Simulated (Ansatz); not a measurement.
Relaxation of a periodic cell of 17 atoms, Mg9O8 (host MgO, host structure Fm-3m, interstitial Mg), to a largest force component of 0.03 eV/Å in at most 60 steps.

The calculation used Ansatz, DFT r2SCAN, scalar-relativistic, plane waves, PAW. Settings: PAW set soft_1, cutoff 500 eV, k mesh 3x3x3, gaussian smearing 0.05 eV, no spin polarisation.

```xyz
17
Lattice="0.0000 4.1752 4.1752 4.1752 0.0000 4.1752 4.1752 4.1752 0.0000" Properties=species:S:1:pos:R:3
Mg 0.000 0.000 0.000
O 2.088 2.088 2.088
Mg 2.088 2.088 0.000
O 4.175 4.175 2.088
Mg 2.088 0.000 2.088
O 4.175 2.088 4.175
Mg 4.175 2.088 2.088
O 6.263 4.175 4.175
Mg 0.000 2.088 2.088
O 2.088 4.175 4.175
Mg 2.088 4.175 2.088
O 4.175 6.263 4.175
Mg 2.088 2.088 4.175
O 4.175 4.175 6.263
Mg 4.175 4.175 4.175
O 6.263 6.263 6.263
Mg 3.092 3.209 5.265
```

Question: Where does it end, and by what steps?

Answer: The run converged. Limits of this set-up: coarse k mesh, a small cell, in which the defect meets its images, a typed lattice constant that wasn't relaxed here. After 6 steps the energy has fallen by 6.579 eV; Mg5 moved furthest, 0.34 Å.

```tsv
step	energy less start (eV)	largest force component (eV/Å)	accepted
0	0.0000	7.473	yes
1	-4.1855	4.234	yes
2	-6.2439	0.593	yes
3	-6.4342	0.519	yes
4	-6.5502	0.291	yes
5	-6.5775	0.091	yes
6	-6.5795	0.029	yes
```

```xyz
17
Lattice="0.0000 4.1752 4.1752 4.1752 0.0000 4.1752 4.1752 4.1752 0.0000" Properties=species:S:1:pos:R:3
Mg -0.013 -0.007 0.013
O 2.174 2.180 2.001
Mg 2.097 2.103 0.014
O 4.085 4.091 2.001
Mg 1.892 0.197 2.283
O 4.189 2.077 4.162
Mg 4.162 2.103 2.078
O 6.350 4.091 4.266
Mg 0.187 1.904 2.279
O 2.067 4.197 4.154
Mg 2.097 4.168 2.079
O 4.085 6.355 4.265
Mg 1.897 1.904 3.989
O 4.196 4.197 6.283
Mg 4.362 4.367 3.989
O 6.243 6.245 6.283
Mg 3.124 3.141 5.226
```

Whether the end is a true minimum wasn't checked by a vibrational analysis.

The run took 80 s on 4 threads of Arm Neoverse V1, on a shared host, peak memory 0.89 GiB.
